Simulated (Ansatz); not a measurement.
A nudged elastic band was laid between two geometries of a periodic cell of 63 atoms, Si62B (host Si, host structure diamond, dopant B, one Si atom removed), cell charge -2.

Method: DFT PBE-D3(BJ), scalar-relativistic, plane waves, PAW (Ansatz). Settings: PAW set soft_1, cutoff 420 eV, k mesh 1x1x1, gaussian smearing 0.02 eV, spin collinear.

* movable images: 3
* climbing image: yes
* spring: 5.0 eV/Å²
* optimiser: quadratic models (default)
* start path: default
* force threshold: 0.05 eV/Å
* iteration limit: 28
* end points: relaxed

Initial state:

```xyz
63
Lattice="10.8600 0.0000 0.0000 0.0000 10.8600 0.0000 0.0000 0.0000 10.8600" Properties=species:S:1:pos:R:3
Si 5.436 0.003 0.009
Si 6.750 1.364 1.418
Si 8.126 2.700 0.024
Si 9.493 4.071 1.363
Si 8.107 -0.010 2.761
Si 9.497 1.358 4.074
Si 0.015 0.005 0.008
Si 1.386 1.364 1.378
Si 2.722 2.721 0.000
Si 4.078 4.056 1.378
Si 5.437 5.427 0.008
Si 6.791 6.804 1.378
Si 8.155 8.148 0.015
Si 9.499 9.512 1.378
Si 2.826 0.158 2.820
B 3.728 1.712 3.721
Si 5.283 2.612 2.820
Si 6.749 4.015 4.070
Si 8.125 5.409 2.733
Si 9.506 6.794 4.072
Si 6.727 1.244 6.718
Si 8.113 2.677 5.442
Si 9.501 4.059 6.782
Si 8.138 0.005 8.133
Si 9.505 1.360 9.498
Si 0.008 5.432 0.001
Si 1.370 6.805 1.363
Si 2.740 8.172 0.024
Si 4.075 9.550 1.417
Si 0.005 2.719 2.713
Si 1.383 4.054 4.071
Si 2.720 5.432 2.714
Si 4.080 6.801 4.075
Si 5.447 8.189 2.759
Si 6.718 9.576 4.196
Si 0.016 0.004 5.430
Si 1.424 1.363 6.744
Si 2.826 2.612 5.276
Si 4.076 4.015 6.742
Si 5.436 5.424 5.429
Si 6.799 6.784 6.793
Si 8.138 8.160 5.426
Si 9.514 9.501 6.791
Si 2.766 -0.010 8.103
Si 4.080 1.357 9.492
Si 5.447 2.673 8.103
Si 6.787 4.055 9.492
Si 8.153 5.417 8.147
Si 9.508 6.790 9.502
Si 0.030 8.173 2.732
Si 1.423 9.549 4.069
Si 0.018 5.429 5.429
Si 1.388 6.805 6.782
Si 2.770 8.194 5.442
Si 4.208 9.584 6.712
Si 0.030 2.700 8.119
Si 1.369 4.070 9.487
Si 2.739 5.408 8.119
Si 4.079 6.793 9.498
Si 5.432 8.161 8.131
Si 6.797 9.500 9.508
Si 0.021 8.146 8.146
Si 1.383 9.509 9.492
```

Final state:

Only the atoms that move by more than 0.05 Å are listed.
```
Si15 2.787 0.124 2.787
B16 5.777 -0.347 5.777
Si17 5.306 2.643 2.787
Si21 6.677 1.209 6.677
Si35 6.677 9.613 4.221
Si38 2.787 2.643 5.306
```

(1) Which bonds break or form, and what moves?

(2) Give the energies along the band, and the barrier.

(3) What is the geometry of the highest image?

The band took 24 iterations and of the order of 80 core-minutes.

## Answers

(1) The atom that moves furthest is B16, by 3.56 Å; four of its nearest neighbours are Si17 2.01, Si38 2.01, Si15 2.01, Si8 3.33 Å at the first end and Si21 2.01, Si55 2.01, Si35 2.01, Si24 3.33 Å at the last.

(2) It converged. The highest image is number 2 of 0 to 4, 1.63 eV above the ends, which have the same energy within 2 meV. The order of the point at the top wasn't checked. One k-point is too few for this cell, so energies aren't converged. Limits of this set-up: coarse k mesh, a typed lattice constant that wasn't relaxed here, charged cell in a uniform background, uncorrected.

| image | path coordinate (Å) | energy (eV) | Si15–B16 (Å) | B16–Si17 (Å) | B16–Si38 (Å) |
| --- | --- | --- | --- | --- | --- |
| 0 | 0.00 | 0.00 | 2.01 | 2.01 | 2.01 |
| 1 | 1.30 | 1.06 | 2.02 | 2.53 | 2.04 |
| 2 | 2.61 | 1.63 | 2.09 | 3.58 | 2.63 |
| 3 | 3.84 | 1.05 | 2.93 | 3.84 | 3.58 |
| 4 | 5.08 | 0.00 | 4.25 | 4.25 | 4.25 |

(3) 
```xyz
63
Lattice="10.8600 0.0000 0.0000 0.0000 10.8600 0.0000 0.0000 0.0000 10.8600" Properties=species:S:1:pos:R:3:forces:R:3
Si 5.416 0.022 0.018 0.00 0.00 0.00
Si 6.692 1.450 1.420 0.00 0.00 0.00
Si 8.142 2.726 0.035 0.00 -0.01 0.01
Si 9.561 4.052 1.371 0.00 0.00 0.00
Si 8.041 0.069 2.770 -0.01 0.00 0.00
Si 9.518 1.368 4.066 0.00 0.00 0.00
Si 0.111 0.044 0.129 0.00 0.00 0.00
Si 1.614 1.294 1.579 0.00 0.00 0.01
Si 2.763 2.705 0.040 0.00 0.00 0.00
Si 4.117 4.174 1.283 0.01 0.01 -0.01
Si 5.456 5.535 -0.096 -0.01 0.00 0.00
Si 6.827 6.796 1.384 0.01 0.00 0.00
Si 8.116 8.181 -0.018 0.00 0.00 0.00
Si 9.424 9.580 1.361 0.00 0.00 0.00
Si 2.993 -0.171 3.056 -0.02 0.00 -0.01
B 4.188 0.050 4.753 0.00 0.03 -0.01
Si 5.295 2.824 2.774 -0.02 0.01 0.00
Si 6.794 4.087 4.048 0.00 0.00 -0.01
Si 8.202 5.419 2.727 0.01 0.00 0.01
Si 9.475 6.845 4.081 0.00 0.01 -0.02
Si 6.888 1.312 6.796 0.01 0.02 0.02
Si 8.146 2.722 5.416 -0.01 -0.01 0.00
Si 9.487 4.111 6.763 0.00 0.00 0.00
Si 8.241 0.035 8.212 0.00 -0.01 -0.01
Si 9.603 1.400 9.586 0.00 0.01 0.00
Si 0.008 5.423 -0.023 0.00 0.00 0.00
Si 1.333 6.782 1.362 0.00 0.00 0.00
Si 2.709 8.120 -0.028 0.00 -0.01 0.00
Si 4.082 9.456 1.351 0.00 0.00 0.00
Si 0.091 2.687 2.733 0.00 0.00 0.00
Si 1.532 3.942 4.112 -0.01 0.00 -0.01
Si 2.726 5.421 2.707 0.00 0.00 -0.01
Si 4.061 6.791 4.072 0.00 0.00 0.00
Si 5.437 8.170 2.744 0.00 0.00 0.00
Si 6.456 9.813 4.178 0.01 0.01 0.01
Si 0.003 -0.009 5.423 0.00 0.00 0.01
Si 1.391 1.365 6.748 -0.01 0.00 0.01
Si 3.050 2.359 5.294 0.04 -0.02 0.00
Si 4.130 3.971 6.704 0.01 0.00 0.00
Si 5.441 5.441 5.418 0.01 0.00 0.00
Si 6.746 6.872 6.773 0.00 0.00 0.00
Si 8.018 8.298 5.398 0.00 0.00 0.01
Si 9.496 9.513 6.782 0.00 0.00 0.00
Si 2.675 0.007 8.141 -0.01 -0.01 0.01
Si 4.080 1.354 9.484 0.00 0.00 0.00
Si 5.489 2.671 8.115 -0.01 -0.01 -0.01
Si 6.816 4.088 9.487 0.01 0.00 0.00
Si 8.127 5.483 8.119 0.00 0.00 0.00
Si 9.491 6.803 9.510 0.00 0.00 0.00
Si -0.078 8.172 2.661 0.00 0.00 0.00
Si 1.308 9.417 4.070 0.00 0.00 -0.01
Si 0.044 5.389 5.404 0.00 0.00 0.01
Si 1.354 6.696 6.848 0.00 0.00 0.00
Si 2.625 8.070 5.444 0.00 -0.01 0.01
Si 3.917 9.744 6.458 -0.01 -0.01 0.01
Si 0.016 2.762 8.114 0.00 0.00 0.00
Si 1.401 4.051 9.517 0.00 0.00 0.00
Si 2.786 5.348 8.126 0.00 0.00 0.00
Si 4.109 6.899 9.360 0.01 0.01 0.00
Si 5.362 8.396 7.939 -0.01 0.00 0.00
Si 6.770 9.556 9.468 0.00 0.00 0.00
Si -0.008 8.135 8.144 0.00 -0.01 0.00
Si 1.347 9.503 9.527 0.00 0.00 0.00
```

The run took 30 min on 4 threads of Arm Neoverse V1, on a shared host, peak memory 4.5 GiB.
